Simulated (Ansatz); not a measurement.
# CH4AlF: the cost of one run

The runs use Ansatz 0.2.0, Gaussian basis; PBE0-D4/def2-TZVP structures, single points in def2-TZVPP, no counterpoise correction.

Levels: SPW92, PBE-D4, BLYP-D4, r2SCAN-D4, B97M-V, PBE0-D4, B3LYP-D4, r2SCAN0-D4, BHLYP-D4, CAM-B3LYP-D4, wB97X-V, wB97M-V, B2PLYP, PBE-QIDH, RPA on PBE, Hartree-Fock, MP2, CCSD, CCSD(T).

Correlated methods freeze the cores. B3LYP uses VWN-RPA correlation. B2PLYP carries no dispersion term here.

94 further runs of the same task are left out: 94 set aside as unsound or not needed.

## (1) Where the work starts

The complex: 9 atoms, charge 0, spin multiplicity 1.

Atoms are counted from 1 here; the program's logs count them from 0.

Bond lengths: Al1–Cl2 2.657 Å, Al1–C3 1.942 Å, Al1–F4 1.680 Å, Al1–H6 1.581 Å, Cl2–H5 1.291 Å, C3–H7 1.093 Å, C3–H8 1.094 Å, C3–H9 1.095 Å. Angles: Cl2–Al1–C3 101.5°, Cl2–Al1–F4 82.8°, Cl2–Al1–H6 99.4°, C3–Al1–F4 117.6°, C3–Al1–H6 125.2°, F4–Al1–H6 114.9°, Al1–Cl2–H5 77.2°, Al1–C3–H7 112.2°, Al1–C3–H8 111.4°, Al1–C3–H9 110.7°, H7–C3–H8 108.1°, H7–C3–H9 107.3°, H8–C3–H9 106.8°.

As a file:

```xyz
9
CH5AlClF
Al   -0.58874    0.55816    0.06004
Cl    1.44940    1.20299   -1.51760
C     0.11079   -1.00466    0.97577
F    -1.37136    0.31588   -1.40697
H     0.50880    0.93673   -2.36068
H    -0.85284    1.96539    0.73069
H     0.43321   -1.78214    0.27843
H     0.96187   -0.74656    1.61320
H    -0.65102   -1.44590    1.62732
```

Its parts: CH4AlF holds atoms 1, 3, 4, 6, 7, 8, 9; HCl holds atoms 2, 5. Each part counts its atoms afresh in its own runs.

## (2) Relaxing CH4AlF alone

The input, relax-a/in.yaml:

```yaml
crystal:
  periodic: [false, false, false]
  atoms:
    - {symbol: Al, position_ang: [-0.588739, 0.558160, 0.060037]}
    - {symbol: C, position_ang: [0.110787, -1.004665, 0.975774]}
    - {symbol: F, position_ang: [-1.371363, 0.315882, -1.406969]}
    - {symbol: H, position_ang: [-0.852838, 1.965391, 0.730686]}
    - {symbol: H, position_ang: [0.433209, -1.782137, 0.278429]}
    - {symbol: H, position_ang: [0.961873, -0.746561, 1.613200]}
    - {symbol: H, position_ang: [-0.651023, -1.445897, 1.627319]}
basis:
  gaussian: {orbitals: def2-TZVP}
hamiltonian: {xc: pbe0, dispersion: d4}
relax: {f_tol: 0.005, max_steps: 200}
```

On the command line:

```sh
> ansatz run in.yaml --threads 4 --pin off --events-out ev --progress --plain --max-ram 9574MiB
```

**Question.** How long does this run take on 4 threads of Arm Neoverse V2, shared host?

About 6 s.
